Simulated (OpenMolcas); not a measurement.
# W⁴⁺ among point charges: CASSCF and CASPT2 levels and susceptibility

How does a field of 3 point charges split the states of W⁴⁺, and what χT follows?

The numbers are computed with OpenMolcas 26.06 (state-averaged CASSCF and CASPT2, spin-orbit coupling by RASSI with atomic mean-field integrals), except any that are marked as measured or tabulated.

### 1 What is computed

| Property | Result |
| --- | --- |
| Species | W⁴⁺ (tungsten, Z = 74, 70 electrons) |
| Basis | ANO-RCC-VTZP [8s7p5d3f2g1h], 104 functions |
| Scalar Hamiltonian | DKH2, point nucleus |
| Inactive shells | 1s 2s 2p 3s 3p 3d 4s 4p 4d 4f 5s 5p |
| Active space | 2 electrons in 5 orbitals (5d) |
| Some configurations of this space | 5d2 |
| Orbitals | optimised for each spin and parity, averaged over all roots |

The outer shells:

5d2
```
5d [↑ ][↑ ][  ][  ][  ]
```

The ion sits among 3 point charges of -3 e arranged as a planar triangle (D3h), 1.99 Å from the ion.

Each step is its own input file, run in one work folder so that later steps find the files of earlier ones. Labels, J, g values, rates, χT and fits are worked out afterwards by a script from the matrices that RASSI stores.

### 2 Basis and integrals

a.inp

```
&GATEWAY
Coord
1

W 0.0 0.0 0.0
Basis=ANO-RCC-VTZP
Group=NoSym
NoMove
AngMom=0.0 0.0 0.0
AMFI
XField
3 Angstrom 0
1.990000 0.000000 0.000000 -3.000000
-0.995000 1.723391 0.000000 -3.000000
-0.995000 -1.723391 0.000000 -3.000000
&SEWARD
```

### 3 CASSCF: triplets, 10 roots

a.inp

```
&RASSCF
FileOrb=start.orb
Symmetry=1
Spin=3
nActEl=2 0 0
Inactive=34
Ras2=5
CIRoot=10 10 1
SDav=10
CIMx=300
Iter=120 100
PrWF=0.3
OrbListing=Nothing
MaxOrb=0
>>> COPY $Project.JobIph JOB001
```

start.orb holds the contracted functions of the basis, ordered by shell, or the orbitals of the step before.

### 4 Reference wave functions, singlets, 15 roots

a.inp

```
&RASSCF
FileOrb=start.orb
Symmetry=1
Spin=1
nActEl=2 0 0
Inactive=34
Ras2=5
CIRoot=15 15 1
SDav=15
CIMx=300
Iter=120 100
PrWF=0.3
OrbListing=Nothing
MaxOrb=0
>>> COPY $Project.JobIph JOB002
```

### 5 State interaction with spin-orbit coupling

a.inp

```
&RASSI
NrOfJobIphs=2 10 15
1 2 3 4 5 6 7 8 9 10
1 2 3 4 5 6 7 8 9 10 11 12 13 14 15
IphNames
JOB001
JOB002
EJob
SpinOrbit
DIPRint=1.0
SOCoupling=1000.0
Subsets=2
Property=9
'ANGMOM' 1 'ANGMOM' 2 'ANGMOM' 3 'MLTPL  1' 1 'MLTPL  1' 2 'MLTPL  1' 3
'AMFI' 1 'AMFI' 2 'AMFI' 3
SOProperty=3
'ANGMOM' 1 'ANGMOM' 2 'ANGMOM' 3
```

### 6 CASPT2: IPEA 0.25, imaginary shift 0.1 (closed shells correlated: 4f 5s 5p)

a.inp

```
>>> COPY JOB001 $Project.JobIph
&CASPT2
Multistate=10 1 2 3 4 5 6 7 8 9 10
NoMult
Frozen=23
IPEA=0.25
Imaginary=0.1
MaxIter=60
WThr=0.0 0.3 0.05
PrWF=0.5
NoMix
>>> COPY JOB002 $Project.JobIph
&CASPT2
Multistate=15 1 2 3 4 5 6 7 8 9 10 11 12 13 14 15
NoMult
Frozen=23
IPEA=0.25
Imaginary=0.1
MaxIter=60
WThr=0.0 0.3 0.05
PrWF=0.5
NoMix
```

(Steps that only read results are left out.)

What does the calculation give? Wanted: spin-free ground state; first state of the same spin within the active space; lowest level; next level.

The runs gave:

| quantity | value |
| --- | --- |
| method | SS-CASPT2, IPEA 0.25, imaginary shift 0.1 (closed shells correlated: 4f 5s 5p) |
| spin-free ground state | 1A1, 1-fold in its orbital part |
| first state of the same spin within the active space | 1E at 9700 cm⁻¹ |
| lowest level | 1-fold A1 |
| next level | 3894.7 cm⁻¹ |
| χT at 300 K | 0.05 cm³ K/mol |
| effective moment at 300 K | 0.61 μB |

Cost by method:

| method | time of its own steps | time with the reference |
| --- | --- | --- |
| A. CASSCF | 17 s | 17 s |
| B. SS-CASPT2, IPEA 0.25, imaginary shift 0.1, +4f 5s 5p | 41 s | 58 s |

Times are of one thread on a shared host.

In words: The spin-free ground state (1A1) comes to 65 % from free-ion G terms and has less than the highest spin computed. CASPT2 does not keep the components of a term degenerate, and the means are used. The field of point charges can differ much from that of real complexes. This is an electrostatic model: the charges have no orbitals.
